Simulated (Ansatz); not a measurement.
# BiTe3O2: the cost of one run

Method: DFT PBE, scalar-relativistic, plane waves, PAW, in Ansatz 0.2.0.

**1. The structure to begin with**

The structure is tetragonal, space group P4/mmm (No. 123). Conventional cell: a = 4.291 Å, b = 4.291 Å, c = 9.241 Å, α = 90.00°, β = 90.00°, γ = 90.00°. Around Bi (site symmetry 4/mmm) lie 2 Te at 2.51 Å. Around Te (site symmetry 4mm) lie 1 Bi at 2.51 Å. Te (site symmetry 4/mmm) has 4 O at 2.15 Å in its first shell of neighbours. Around O (site symmetry mmm) lie 2 Te at 2.15 Å.

As a file:

```cif
data_structure
_symmetry_space_group_name_H-M 'P4/mmm'
_symmetry_Int_Tables_number 123
_cell_length_a 4.2913
_cell_length_b 4.2913
_cell_length_c 9.2408
_cell_angle_alpha 90.000
_cell_angle_beta 90.000
_cell_angle_gamma 90.000
_cell_volume 170.17
loop_
_atom_site_label
_atom_site_type_symbol
_atom_site_symmetry_multiplicity
_atom_site_Wyckoff_symbol
_atom_site_fract_x
_atom_site_fract_y
_atom_site_fract_z
_atom_site_occupancy
Bi1 Bi 1 d 0.50000 0.50000 0.50000 1
Te1 Te 2 h 0.50000 0.50000 0.77139 1
Te2 Te 1 a 0.00000 0.00000 0.00000 1
O1 O 2 f 0.00000 0.50000 0.00000 1
```

A structure generator made this guess: random cell by space group and Wyckoff sites (P4/mmm, No. 123). Lengths come from tabulated atomic sizes and are only a guess.

**2. A first look at the guess**

input.yaml

```yaml
crystal:
  lattice:
    - [4.29125214, 0.0, 0.0]
    - [0.0, 4.29125214, 0.0]
    - [0.0, 0.0, 9.2408372]
  atoms:
    - { symbol: Bi, position: [0.5, 0.5, 0.5] }
    - { symbol: Te, position: [0.5, 0.5, 0.77138948] }
    - { symbol: Te, position: [0.5, 0.5, 0.22861052] }
    - { symbol: Te, position: [0.0, 0.0, 0.0] }
    - { symbol: O, position: [0.0, 0.5, 0.0] }
    - { symbol: O, position: [0.5, 0.0, 0.0] }
basis:
  ecutwfc: 420
kpoints:
  mp_grid: { grid: [4, 4, 2] }
hamiltonian:
  xc: pbe
scf:
  occupations: { method: gaussian, width: 0.1 }
  lower_state_search: "off"
output:
  forces: true
  stress: true
  eigenvalues: true
```

Launch:

```bash
> ansatz run input.yaml --threads 1 --pin off --max-ram 2560MiB --backend cpu --events-out ev --progress --plain --runs-dir out
```

Q: Estimate wall time and peak memory on 1 thread of Intel Xeon at 2.50GHz (Skylake/Cascade Lake), shared host.

About 8.6 s, with a peak of 0.45 GiB.
